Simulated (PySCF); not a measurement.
# AsH6PSi: NMR shifts at several levels of theory

How much do the NMR shifts of AsH6PSi (`P[SiH2][AsH2]`) depend on the level of theory, and what does each level cost?

The runs use PySCF 2.14.0, with density-fitted response routines of our own; the level of theory stands in each step. All values are computed, except where a source is named. Atoms count from 0, in the outputs and in this text.

## Step 1: Starting geometry

9 atoms, charge 0, multiplicity 1; geometry from: PBE0-D3(BJ)/def2-SVP.

Bonds of the start (Å): P0–Si1 2.27, Si1–As2 2.37, P0–H3 1.43, P0–H4 1.43, Si1–H5 1.50, Si1–H6 1.49, As2–H7 1.53, As2–H8 1.53.

## Step 2: Shielding tensors: PBE0/pcSseg-2

What the job is given:

```
{"job": {"kind": "nmr", "xc": "PBE0", "basis": "pcSseg-2", "pop": false}, "charge": 0, "multiplicity": 1}
P     -1.761054     0.549142    -0.609054
Si     0.056758    -0.485835     0.263823
As     1.956051     0.566180    -0.692389
H     -2.674459    -0.042237     0.317123
H     -1.580725     1.724337     0.184797
H      0.082615    -0.486574     1.759655
H      0.036445    -1.903054    -0.211388
H      2.896593    -0.086205     0.317262
H      1.775746     1.799609     0.189362
```

With the program's defaults for keys left out, this is: GIAO PBE0/pcSseg-2 NMR shielding, non-relativistic, gas phase.

The run is started by

```console
$ OMP_NUM_THREADS=1 python probes_run.py task.json out
```

This one command runs all jobs of the session in turn.

What it wrote:

```text
coarse grid: 34992 points
cycle   1  E = -2869.8549749615  dE = -9.969e-01  |g| = 8.651e-01  |ddm| = 2.187e+00
cycle   2  E = -2869.8571886701  dE = -2.214e-03  |g| = 6.968e-01  |ddm| = 3.467e-01
cycle   3  E = -2869.8784318090  dE = -2.124e-02  |g| = 1.110e-01  |ddm| = 1.980e-01
cycle   4  E = -2869.8791904166  dE = -7.586e-04  |g| = 1.704e-02  |ddm| = 5.739e-02
cycle   5  E = -2869.8792579139  dE = -6.750e-05  |g| = 3.582e-03  |ddm| = 2.038e-02
cycle   6  E = -2869.8792620059  dE = -4.092e-06  |g| = 7.569e-04  |ddm| = 4.453e-03
final grid: 69160 points
cycle   7  E = -2869.8792305580  dE = -1.261e-08  |g| = 8.184e-04  |ddm| = 1.989e-03
cycle   8  E = -2869.8792304794  dE =  7.859e-08  |g| = 9.633e-04  |ddm| = 2.004e-03
cycle   9  E = -2869.8792307771  dE = -2.977e-07  |g| = 5.937e-05  |ddm| = 1.071e-03
cycle  10  E = -2869.8792307780  dE = -8.645e-10  |g| = 1.894e-05  |ddm| = 6.343e-05
converged SCF energy = -2869.8792307780

GIAO shielding tensors (ppm)
atom      isotropic    diamagn.    paramagn.     s11        s22        s33       span
  0 P      585.881     966.130    -380.249    528.361    573.496    655.785    127.424
  1 Si     392.578     879.375    -486.796    364.571    390.989    422.175     57.604
  2 As    1937.667    2877.996    -940.330   1821.894   1913.034   2078.072    256.178
  3 H       29.116      29.005       0.111     24.057     25.978     37.313     13.256
  4 H       29.567      29.817      -0.250     24.198     28.134     36.370     12.172
  5 H       26.139      29.341      -3.202     21.709     24.858     31.850     10.140
  6 H       26.856      28.835      -1.979     23.442     24.992     32.134      8.692
  7 H       28.944      28.953      -0.009     21.901     23.583     41.347     19.446
  8 H       29.329      29.675      -0.346     22.028     25.128     40.833     18.805
```

Run time: 39 s. Hardware: 1 thread of Arm Neoverse N1, shared host; peak memory 1 GiB.

The references, computed at this level on geometries of the same kind, shield at (ppm): ¹H TMS 31.25, ²⁹Si TMS 341.3, ³¹P H3PO4 296.6, ⁷⁵As AsH3 1915. Their shielding less the atom's gives the shift. The references are single molecules in the gas phase, so shifts against H2O, NH3, PH3, H3PO4 or CFCl3 are not on the usual liquid scales and can be off by tens of ppm. Shifts against hydride references such as AlH4− lie on their own scale. Atoms listed in one row are averaged.

| atoms | environment | σ (ppm) | δ (ppm) |
| --- | --- | --- | --- |
| H5, H6 | hydrogen on a silicon bonded to As, P | 26.50 | 4.75 |
| H7, H8 | hydrogen on an arsenic bonded to Si | 29.14 | 2.11 |
| H3, H4 | hydrogen on a phosphorus bonded to Si | 29.34 | 1.90 |
| P0 | phosphorus bonded to Si, 2 H | 585.9 | -289.3 |
| Si1 | silicon bonded to As, P, 2 H | 392.6 | -51.3 |
| As2 | arsenic bonded to Si, 2 H | 1938 | -23 |

## Step 3: Shielding tensors: mPW1PW91/pcSseg-2

Settings changed since step 2:

```diff
@@ -1,2 +1,2 @@
-{"job": {"kind": "nmr", "xc": "PBE0", "basis": "pcSseg-2", "pop": false}, "charge": 0, "multiplicity": 1}
+{"job": {"kind": "nmr", "xc": "mPW1PW91", "basis": "pcSseg-2", "pop": false}, "charge": 0, "multiplicity": 1}
 P     -1.761054     0.549142    -0.609054
```

Method: GIAO mPW1PW91/pcSseg-2 NMR shielding, non-relativistic, gas phase.

What it wrote:

```text
coarse grid: 34992 points
cycle   1  E = -2870.5937458052  dE = -9.953e-01  |g| = 8.499e-01  |ddm| = 2.185e+00
cycle   2  E = -2870.5961210476  dE = -2.375e-03  |g| = 6.816e-01  |ddm| = 3.471e-01
cycle   3  E = -2870.6165840684  dE = -2.046e-02  |g| = 1.102e-01  |ddm| = 1.970e-01
cycle   4  E = -2870.6173319570  dE = -7.479e-04  |g| = 1.679e-02  |ddm| = 5.654e-02
cycle   5  E = -2870.6173972784  dE = -6.532e-05  |g| = 3.538e-03  |ddm| = 1.993e-02
cycle   6  E = -2870.6174012452  dE = -3.967e-06  |g| = 7.786e-04  |ddm| = 4.426e-03
final grid: 69160 points
cycle   7  E = -2870.6173639449  dE = -1.663e-08  |g| = 8.379e-04  |ddm| = 2.071e-03
cycle   8  E = -2870.6173638679  dE =  7.699e-08  |g| = 9.766e-04  |ddm| = 2.024e-03
cycle   9  E = -2870.6173641719  dE = -3.040e-07  |g| = 6.143e-05  |ddm| = 1.082e-03
cycle  10  E = -2870.6173641728  dE = -9.068e-10  |g| = 1.937e-05  |ddm| = 6.491e-05
converged SCF energy = -2870.6173641728

GIAO shielding tensors (ppm)
atom      isotropic    diamagn.    paramagn.     s11        s22        s33       span
  0 P      581.421     966.315    -384.894    524.301    568.289    651.673    127.372
  1 Si     389.866     879.566    -489.700    361.804    387.964    419.830     58.026
  2 As    1926.268    2878.271    -952.003   1811.062   1900.100   2067.643    256.580
  3 H       29.186      29.069       0.117     24.163     26.064     37.331     13.167
  4 H       29.626      29.892      -0.266     24.282     28.212     36.384     12.102
  5 H       26.220      29.451      -3.231     21.819     24.938     31.902     10.083
  6 H       26.932      28.940      -2.008     23.539     25.073     32.184      8.644
  7 H       29.006      28.982       0.024     21.999     23.655     41.365     19.367
  8 H       29.383      29.717      -0.334     22.106     25.197     40.847     18.741
```

It took 40 s on 1 thread of Arm Neoverse N1, shared host; peak memory 1 GiB.

In short: δ P0 -286.5, Si1 -49.9, As2 -24, H5 4.72, H7 2.10 ppm (means over like atoms).

## Step 4: Nuclear shieldings: WP04/pcSseg-2

Settings changed since step 3:

```diff
@@ -1,2 +1,2 @@
-{"job": {"kind": "nmr", "xc": "mPW1PW91", "basis": "pcSseg-2", "pop": false}, "charge": 0, "multiplicity": 1}
+{"job": {"kind": "nmr", "xc": "WP04", "basis": "pcSseg-2", "pop": false}, "charge": 0, "multiplicity": 1}
 P     -1.761054     0.549142    -0.609054
```

With the program's defaults for keys left out, this is: GIAO WP04/pcSseg-2 NMR shielding, non-relativistic, gas phase.

What it wrote:

```text
coarse grid: 34992 points
cycle   1  E = -2889.1394451748  dE = -9.786e-01  |g| = 4.529e-01  |ddm| = 2.208e+00
cycle   2  E = -2889.1422772931  dE = -2.832e-03  |g| = 2.697e-01  |ddm| = 5.798e-01
cycle   3  E = -2889.1534291494  dE = -1.115e-02  |g| = 1.619e-01  |ddm| = 3.703e-01
cycle   4  E = -2889.1576344027  dE = -4.205e-03  |g| = 2.182e-02  |ddm| = 1.169e-01
cycle   5  E = -2889.1577003310  dE = -6.593e-05  |g| = 4.851e-03  |ddm| = 1.960e-02
cycle   6  E = -2889.1577060179  dE = -5.687e-06  |g| = 1.276e-03  |ddm| = 5.671e-03
final grid: 69160 points
cycle   7  E = -2889.1576746923  dE =  1.977e-07  |g| = 1.622e-03  |ddm| = 3.441e-03
cycle   8  E = -2889.1576741212  dE =  5.711e-07  |g| = 2.192e-03  |ddm| = 3.746e-03
cycle   9  E = -2889.1576755062  dE = -1.385e-06  |g| = 1.325e-04  |ddm| = 2.094e-03
cycle  10  E = -2889.1576755103  dE = -4.055e-09  |g| = 2.524e-05  |ddm| = 1.383e-04
cycle  11  E = -2889.1576755104  dE = -1.837e-10  |g| = 3.692e-06  |ddm| = 3.064e-05
converged SCF energy = -2889.1576755104

GIAO shielding tensors (ppm)
atom      isotropic    diamagn.    paramagn.     s11        s22        s33       span
  0 P      525.522     969.268    -443.746    474.503    511.212    590.852    116.349
  1 Si     361.114     882.050    -520.937    331.246    356.488    395.608     64.362
  2 As    1780.373    2884.175   -1103.802   1676.790   1753.720   1910.610    233.821
  3 H       29.826      29.858      -0.032     25.303     26.964     37.210     11.907
  4 H       30.229      30.867      -0.638     25.294     29.075     36.319     11.025
  5 H       27.085      30.587      -3.501     23.022     25.831     32.403      9.380
  6 H       27.820      29.954      -2.134     24.693     26.053     32.715      8.022
  7 H       29.731      29.907      -0.176     23.280     24.630     41.283     18.003
  8 H       30.064      30.828      -0.764     23.237     26.162     40.793     17.556
```

Run time: 41 s. Hardware: 1 thread of Arm Neoverse N1, shared host; peak memory 1 GiB.

In short: δ P0 -237.8, Si1 -33.1, As2 -25, H5 4.16, H7 1.71 ppm (means over like atoms).

## Step 5: Nuclear shieldings: B97-2/pcSseg-2

Settings changed since step 4:

```diff
@@ -1,2 +1,2 @@
-{"job": {"kind": "nmr", "xc": "WP04", "basis": "pcSseg-2", "pop": false}, "charge": 0, "multiplicity": 1}
+{"job": {"kind": "nmr", "xc": "B97-2", "basis": "pcSseg-2", "pop": false}, "charge": 0, "multiplicity": 1}
 P     -1.761054     0.549142    -0.609054
```

Method: GIAO B97-2/pcSseg-2 NMR shielding, non-relativistic, gas phase.

What it wrote:

```text
coarse grid: 34992 points
cycle   1  E = -2871.0147988249  dE = -9.945e-01  |g| = 7.334e-01  |ddm| = 2.188e+00
cycle   2  E = -2871.0180588460  dE = -3.260e-03  |g| = 5.275e-01  |ddm| = 3.397e-01
cycle   3  E = -2871.0311677751  dE = -1.311e-02  |g| = 1.124e-01  |ddm| = 1.912e-01
cycle   4  E = -2871.0320154684  dE = -8.477e-04  |g| = 1.466e-02  |ddm| = 5.734e-02
cycle   5  E = -2871.0320660204  dE = -5.055e-05  |g| = 3.031e-03  |ddm| = 1.822e-02
cycle   6  E = -2871.0320689496  dE = -2.929e-06  |g| = 7.224e-04  |ddm| = 3.788e-03
final grid: 69160 points
cycle   7  E = -2871.0320354998  dE = -2.165e-08  |g| = 7.845e-04  |ddm| = 1.970e-03
cycle   8  E = -2871.0320354265  dE =  7.323e-08  |g| = 9.329e-04  |ddm| = 1.828e-03
cycle   9  E = -2871.0320357016  dE = -2.751e-07  |g| = 8.162e-05  |ddm| = 9.871e-04
cycle  10  E = -2871.0320357026  dE = -9.695e-10  |g| = 1.301e-05  |ddm| = 5.530e-05
converged SCF energy = -2871.0320357026

GIAO shielding tensors (ppm)
atom      isotropic    diamagn.    paramagn.     s11        s22        s33       span
  0 P      581.925     966.547    -384.621    525.986    569.058    650.732    124.746
  1 Si     395.441     879.684    -484.243    367.758    393.285    425.279     57.521
  2 As    1912.578    2879.150    -966.572   1798.886   1886.297   2052.551    253.665
  3 H       29.252      29.175       0.078     24.289     26.163     37.305     13.016
  4 H       29.696      30.031      -0.334     24.401     28.317     36.371     11.970
  5 H       26.319      29.602      -3.283     21.957     25.053     31.947      9.990
  6 H       27.045      29.075      -2.030     23.693     25.205     32.238      8.544
  7 H       29.089      29.146      -0.057     22.171     23.785     41.311     19.140
  8 H       29.466      29.908      -0.441     22.263     25.337     40.798     18.535
```

It took 40 s on 1 thread of Arm Neoverse N1, shared host; peak memory 1 GiB.

Key values: δ P0 -278.7, Si1 -47.8, As2 -24, H5 4.68, H7 2.08 ppm (means over like atoms).

## Step 6: NMR shieldings: BHandHLYP/pcSseg-2

Settings changed since step 5:

```diff
@@ -1,2 +1,2 @@
-{"job": {"kind": "nmr", "xc": "B97-2", "basis": "pcSseg-2", "pop": false}, "charge": 0, "multiplicity": 1}
+{"job": {"kind": "nmr", "xc": "BHandHLYP", "basis": "pcSseg-2", "pop": false}, "charge": 0, "multiplicity": 1}
 P     -1.761054     0.549142    -0.609054
```

Level: GIAO BHandHLYP/pcSseg-2 NMR shielding, non-relativistic, gas phase.

What it wrote:

```text
coarse grid: 34992 points
cycle   1  E = -2870.3509912739  dE = -1.034e+00  |g| = 7.357e-01  |ddm| = 2.149e+00
cycle   2  E = -2870.3637949737  dE = -1.280e-02  |g| = 5.147e-01  |ddm| = 3.119e-01
cycle   3  E = -2870.3762078432  dE = -1.241e-02  |g| = 7.880e-02  |ddm| = 1.559e-01
cycle   4  E = -2870.3766333811  dE = -4.255e-04  |g| = 1.249e-02  |ddm| = 3.951e-02
cycle   5  E = -2870.3766674287  dE = -3.405e-05  |g| = 4.102e-03  |ddm| = 1.401e-02
cycle   6  E = -2870.3766730971  dE = -5.668e-06  |g| = 8.119e-04  |ddm| = 6.165e-03
final grid: 69160 points
cycle   7  E = -2870.3766550824  dE = -1.199e-07  |g| = 6.480e-04  |ddm| = 1.607e-03
cycle   8  E = -2870.3766551160  dE = -3.362e-08  |g| = 5.585e-04  |ddm| = 1.191e-03
cycle   9  E = -2870.3766551974  dE = -8.135e-08  |g| = 2.708e-05  |ddm| = 5.255e-04
cycle  10  E = -2870.3766551976  dE = -1.910e-10  |g| = 7.398e-06  |ddm| = 3.581e-05
converged SCF energy = -2870.3766551976

GIAO shielding tensors (ppm)
atom      isotropic    diamagn.    paramagn.     s11        s22        s33       span
  0 P      575.488     965.567    -390.080    521.760    560.054    644.648    122.887
  1 Si     392.025     878.036    -486.011    365.691    388.871    421.512     55.821
  2 As    1933.482    2877.767    -944.285   1823.953   1902.072   2074.422    250.469
  3 H       29.423      29.386       0.037     24.502     26.321     37.448     12.947
  4 H       29.861      30.227      -0.366     24.587     28.473     36.523     11.935
  5 H       26.604      29.545      -2.941     22.284     25.280     32.248      9.964
  6 H       27.262      29.045      -1.783     23.891     25.375     32.520      8.629
  7 H       29.250      29.325      -0.075     22.337     23.881     41.531     19.193
  8 H       29.631      30.089      -0.458     22.408     25.440     41.045     18.636
```

Run time: 41 s. Hardware: 1 thread of Arm Neoverse N1, shared host; peak memory 1 GiB.

Key values: δ P0 -271.9, Si1 -46.3, As2 -26, H5 4.52, H7 2.01 ppm (means over like atoms).

## Step 7: Nuclear shieldings: CAM-B3LYP/pcSseg-2

Settings changed since step 6:

```diff
@@ -1,2 +1,2 @@
-{"job": {"kind": "nmr", "xc": "BHandHLYP", "basis": "pcSseg-2", "pop": false}, "charge": 0, "multiplicity": 1}
+{"job": {"kind": "nmr", "xc": "CAM-B3LYP", "basis": "pcSseg-2", "pop": false}, "charge": 0, "multiplicity": 1}
 P     -1.761054     0.549142    -0.609054
```

Level: GIAO CAM-B3LYP/pcSseg-2 NMR shielding, non-relativistic, gas phase.

What it wrote:

```text
coarse grid: 34992 points
cycle   1  E = -2870.5105196773  dE = -1.039e+00  |g| = 8.936e-01  |ddm| = 2.157e+00
cycle   2  E = -2870.5192813232  dE = -8.762e-03  |g| = 7.172e-01  |ddm| = 3.588e-01
cycle   3  E = -2870.5421299738  dE = -2.285e-02  |g| = 1.058e-01  |ddm| = 1.900e-01
cycle   4  E = -2870.5427879652  dE = -6.580e-04  |g| = 1.719e-02  |ddm| = 4.872e-02
cycle   5  E = -2870.5428562105  dE = -6.825e-05  |g| = 4.197e-03  |ddm| = 1.702e-02
cycle   6  E = -2870.5428625468  dE = -6.336e-06  |g| = 1.087e-03  |ddm| = 7.253e-03
final grid: 69160 points
cycle   7  E = -2870.5428246295  dE = -2.481e-07  |g| = 8.401e-04  |ddm| = 2.009e-03
cycle   8  E = -2870.5428246837  dE = -5.420e-08  |g| = 7.694e-04  |ddm| = 1.333e-03
cycle   9  E = -2870.5428247882  dE = -1.046e-07  |g| = 8.875e-05  |ddm| = 5.503e-04
cycle  10  E = -2870.5428247891  dE = -8.317e-10  |g| = 1.903e-05  |ddm| = 6.092e-05
converged SCF energy = -2870.5428247891

GIAO shielding tensors (ppm)
atom      isotropic    diamagn.    paramagn.     s11        s22        s33       span
  0 P      567.941     965.925    -397.984    511.221    555.389    637.214    125.994
  1 Si     378.707     878.749    -500.042    350.478    375.316    410.327     59.850
  2 As    1899.700    2877.672    -977.973   1784.184   1874.772   2040.143    255.959
  3 H       29.293      29.217       0.076     24.383     26.240     37.258     12.875
  4 H       29.735      30.021      -0.286     24.490     28.389     36.326     11.837
  5 H       26.401      29.371      -2.970     22.081     25.145     31.979      9.898
  6 H       27.055      28.872      -1.817     23.694     25.227     32.243      8.549
  7 H       29.116      29.050       0.066     22.202     23.798     41.348     19.146
  8 H       29.501      29.796      -0.294     22.300     25.351     40.854     18.554
```

Run time: 56 s. Hardware: 1 thread of Arm Neoverse N1, shared host; peak memory 1.1 GiB.

In short: δ P0 -284.2, Si1 -49.8, As2 -17, H5 4.61, H7 2.03 ppm (means over like atoms).

## Step 8: Nuclear shieldings: wB97X-D/pcSseg-2

Settings changed since step 7:

```diff
@@ -1,2 +1,2 @@
-{"job": {"kind": "nmr", "xc": "CAM-B3LYP", "basis": "pcSseg-2", "pop": false}, "charge": 0, "multiplicity": 1}
+{"job": {"kind": "nmr", "xc": "wB97X-D", "basis": "pcSseg-2", "pop": false}, "charge": 0, "multiplicity": 1}
 P     -1.761054     0.549142    -0.609054
```

Level: GIAO wB97X-D/pcSseg-2 NMR shielding, non-relativistic, gas phase.

What it wrote:

```text
coarse grid: 34992 points
cycle   1  E = -2870.4375403805  dE = -1.072e+00  |g| = 8.577e-01  |ddm| = 2.164e+00
cycle   2  E = -2870.4502763737  dE = -1.274e-02  |g| = 6.567e-01  |ddm| = 3.536e-01
cycle   3  E = -2870.4697290891  dE = -1.945e-02  |g| = 1.021e-01  |ddm| = 1.747e-01
cycle   4  E = -2870.4703878106  dE = -6.587e-04  |g| = 1.638e-02  |ddm| = 4.693e-02
cycle   5  E = -2870.4704590999  dE = -7.129e-05  |g| = 4.594e-03  |ddm| = 1.709e-02
cycle   6  E = -2870.4704692278  dE = -1.013e-05  |g| = 1.030e-03  |ddm| = 9.888e-03
cycle   7  E = -2870.4704696667  dE = -4.390e-07  |g| = 2.281e-04  |ddm| = 2.114e-03
final grid: 69160 points
cycle   8  E = -2870.4704407148  dE = -4.197e-06  |g| = 9.064e-04  |ddm| = 4.961e-03
cycle   9  E = -2870.4704408434  dE = -1.286e-07  |g| = 6.394e-04  |ddm| = 9.550e-04
cycle  10  E = -2870.4704408858  dE = -4.240e-08  |g| = 1.207e-04  |ddm| = 3.289e-04
cycle  11  E = -2870.4704408880  dE = -2.200e-09  |g| = 5.629e-05  |ddm| = 1.055e-04
cycle  12  E = -2870.4704408884  dE = -4.470e-10  |g| = 9.086e-06  |ddm| = 4.001e-05
converged SCF energy = -2870.4704408884

GIAO shielding tensors (ppm)
atom      isotropic    diamagn.    paramagn.     s11        s22        s33       span
  0 P      582.269     966.376    -384.108    525.333    567.448    654.025    128.692
  1 Si     392.964     879.280    -486.316    366.411    390.464    422.017     55.606
  2 As    1919.884    2878.231    -958.347   1806.163   1889.395   2064.093    257.930
  3 H       29.296      29.204       0.092     24.295     26.154     37.440     13.146
  4 H       29.717      30.071      -0.354     24.375     28.281     36.496     12.122
  5 H       26.427      29.506      -3.079     22.084     25.111     32.086     10.002
  6 H       27.038      28.950      -1.913     23.635     25.159     32.319      8.684
  7 H       29.136      29.174      -0.038     22.158     23.790     41.461     19.303
  8 H       29.501      29.961      -0.460     22.239     25.333     40.932     18.693
```

It took 56 s on 1 thread of Arm Neoverse N1, shared host; peak memory 1.1 GiB.

Key values: δ P0 -289.2, Si1 -52.3, As2 -30, H5 4.62, H7 2.04 ppm (means over like atoms).

## Step 9: Nuclear shieldings: LC-wPBE/pcSseg-2

Settings changed since step 8:

```diff
@@ -1,2 +1,2 @@
-{"job": {"kind": "nmr", "xc": "wB97X-D", "basis": "pcSseg-2", "pop": false}, "charge": 0, "multiplicity": 1}
+{"job": {"kind": "nmr", "xc": "LC-wPBE", "basis": "pcSseg-2", "pop": false}, "charge": 0, "multiplicity": 1}
 P     -1.761054     0.549142    -0.609054
```

With the program's defaults for keys left out, this is: GIAO LC-wPBE/pcSseg-2 NMR shielding, non-relativistic, gas phase.

What it wrote:

```text
coarse grid: 34992 points
cycle   1  E = -2869.8714390986  dE = -1.092e+00  |g| = 9.833e-01  |ddm| = 2.176e+00
cycle   2  E = -2869.8909062225  dE = -1.947e-02  |g| = 7.842e-01  |ddm| = 3.846e-01
cycle   3  E = -2869.9171066470  dE = -2.620e-02  |g| = 1.163e-01  |ddm| = 1.867e-01
cycle   4  E = -2869.9181592633  dE = -1.053e-03  |g| = 1.837e-02  |ddm| = 6.108e-02
cycle   5  E = -2869.9182751933  dE = -1.159e-04  |g| = 6.035e-03  |ddm| = 2.186e-02
cycle   6  E = -2869.9182956341  dE = -2.044e-05  |g| = 1.277e-03  |ddm| = 1.393e-02
cycle   7  E = -2869.9182965063  dE = -8.722e-07  |g| = 3.430e-04  |ddm| = 2.785e-03
final grid: 69160 points
cycle   8  E = -2869.9182542827  dE = -1.211e-07  |g| = 2.002e-04  |ddm| = 1.109e-03
cycle   9  E = -2869.9182542989  dE = -1.624e-08  |g| = 1.481e-04  |ddm| = 3.876e-04
cycle  10  E = -2869.9182543019  dE = -3.010e-09  |g| = 4.492e-05  |ddm| = 1.019e-04
cycle  11  E = -2869.9182543031  dE = -1.191e-09  |g| = 1.996e-05  |ddm| = 1.096e-04
cycle  12  E = -2869.9182543033  dE = -1.864e-10  |g| = 2.023e-06  |ddm| = 5.354e-05
converged SCF energy = -2869.9182543033

GIAO shielding tensors (ppm)
atom      isotropic    diamagn.    paramagn.     s11        s22        s33       span
  0 P      595.440     965.979    -370.539    538.412    577.226    670.682    132.270
  1 Si     402.233     878.896    -476.663    377.286    400.083    429.330     52.043
  2 As    1951.987    2878.112    -926.125   1836.134   1913.331   2106.496    270.362
  3 H       29.325      29.193       0.132     24.191     26.090     37.692     13.501
  4 H       29.698      30.027      -0.329     24.213     28.191     36.691     12.478
  5 H       26.573      29.391      -2.818     22.207     25.171     32.342     10.136
  6 H       27.063      28.857      -1.793     23.574     25.117     32.499      8.925
  7 H       29.115      29.033       0.082     21.972     23.638     41.735     19.764
  8 H       29.451      29.809      -0.358     22.026     25.167     41.161     19.135
```

It took 64 s on 1 thread of Arm Neoverse N1, shared host; peak memory 1.1 GiB.

This run: δ P0 -303.5, Si1 -55.6, As2 -44, H5 4.50, H7 2.03 ppm (means over like atoms).

(Part 1 of 2 ends here.)
